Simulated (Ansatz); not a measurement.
**SiH₄Br (doublet): from Hartree-Fock to the top rungs at distance Si1–H5 along a hydrogen transfer = 1.665 Å, cc-pVDZ**

How much of the correlation energy of SiH₄Br (doublet) does each wave-function method recover here?

Computed with Ansatz 0.2.0, Gaussian basis. Level: cc-pVDZ, core rule «outside noble gas», up to 19 orbitals frozen.

To be run: UHF; CCSD(T) on ROHF; CCSD(T) on UHF; BCCD(T) on ROHF; CISD; CCSDT(Q) on ROHF; CCSDT(Q) on UHF; CASSCF and MRCISD+Q, 3 electrons in 3 orbitals; CASSCF and NEVPT2, 3 electrons in 3 orbitals; CASSCF and MRCISD+Q, 15 electrons in 12 orbitals; CASSCF and NEVPT2, 15 electrons in 12 orbitals.

## Step 1: The system

The geometry derives from fragments relaxed apart (PBE0/def2-TZVP) and kept rigid, so it is no stationary point. A hydrogen atom is moved between rigid fragments. No spin-orbit coupling is included. The filled d shell of Br may be among the frozen orbitals whatever the setting's name suggests; the logs give the count.

6 atoms, charge 0, spin multiplicity 2.

Atoms are counted from 1 here; the program's logs count them from 0.

Bond lengths: Si1–H2 1.485 Å, Si1–H3 1.485 Å, Si1–H4 1.485 Å, Si1–H5 1.665 Å, H5–Br6 1.771 Å. Angles: H2–Si1–H3 109.5°, H2–Si1–H4 109.5°, H2–Si1–H5 109.5°, H3–Si1–H4 109.5°, H3–Si1–H5 109.5°, H4–Si1–H5 109.5°, Si1–H5–Br6 180.0°.

## Step 2: UHF

in.yaml reads:

```yaml
crystal:
  periodic: [false, false, false]
  atoms:
    - {symbol: Si, position_ang: [-2.452498, 0.000000, 0.000000]}
    - {symbol: H, position_ang: [-2.947370, 1.399708, 0.000001]}
    - {symbol: H, position_ang: [-2.947370, -0.699854, 1.212183]}
    - {symbol: H, position_ang: [-2.947370, -0.699854, -1.212182]}
    - {symbol: H, position_ang: [-0.787498, 0.000000, 0.000000]}
    - {symbol: Br, position_ang: [0.983502, 0.000000, 0.000000]}
basis:
  gaussian: {orbitals: cc-pVDZ}
magnetization: {spin_polarized: true, initial_magnetization: 1}
hamiltonian: {xc: hf}
output: {orbitals: {seedname: orbitals}}
```

Run with:

```console
ansatz run in.yaml --threads 1 --pin off --events-out ev --progress --plain --max-ram 2816MiB --backend cpu
```

The runs that follow: CCSD(T) on ROHF; CCSD(T) on UHF; BCCD(T) on ROHF; CISD; CCSDT(Q) on ROHF; CCSDT(Q) on UHF; CASSCF and MRCISD+Q, 3 electrons in 3 orbitals; CASSCF and NEVPT2, 3 electrons in 3 orbitals; CASSCF and MRCISD+Q, 15 electrons in 12 orbitals; CASSCF and NEVPT2, 15 electrons in 12 orbitals.

Q: Predict the results of all the runs planned. Wanted: UCCSDT(Q) below the RHF energy; RMP2 from UCCSDT(Q); UMP2 from UCCSDT(Q); RCCSD from UCCSDT(Q); RCCSD(T) from UCCSDT(Q); UCCSD(T) from UCCSDT(Q); RCCSDT(Q) from UCCSDT(Q); NEVPT2 pair from UCCSDT(Q); MRCISD+Q pair from UCCSDT(Q).

The runs gave:

| quantity | value |
| --- | --- |
| UCCSDT(Q) below the RHF energy | -7.6157 eV |
| RMP2 from UCCSDT(Q) | +1304.9 meV |
| UMP2 from UCCSDT(Q) | +1344.7 meV |
| RCCSD from UCCSDT(Q) | +173.0 meV |
| RCCSD(T) from UCCSDT(Q) | +35.3 meV |
| UCCSD(T) from UCCSDT(Q) | +34.8 meV |
| RCCSDT(Q) from UCCSDT(Q) | +1.1 meV |
| NEVPT2 pair from UCCSDT(Q) | +1293.9 meV |
| MRCISD+Q pair from UCCSDT(Q) | +65.2 meV |
| NEVPT2 valence from UCCSDT(Q) | +1545.0 meV |
| levels within 1 kcal/mol (43 meV) | RCCSD(T), UCCSD(T), BCCD(T), RCCSDT, UCCSDT, RCCSDT(Q) |
| T1 diagnostic | 0.018 |
| effectively unpaired electrons | 1.02 |

What this shows: RCCSD(T) lands +35.3 meV from the yardstick (0.5 % of the correlation energy). One determinant dominates. Of the multireference levels listed MRCISD+Q valence comes nearest in total energy (+45.9 meV), which doesn't show that its space is the better one. These misses are within one basis, not against nature; the frozen cores of restricted and unrestricted runs differ, which can shift their rows.
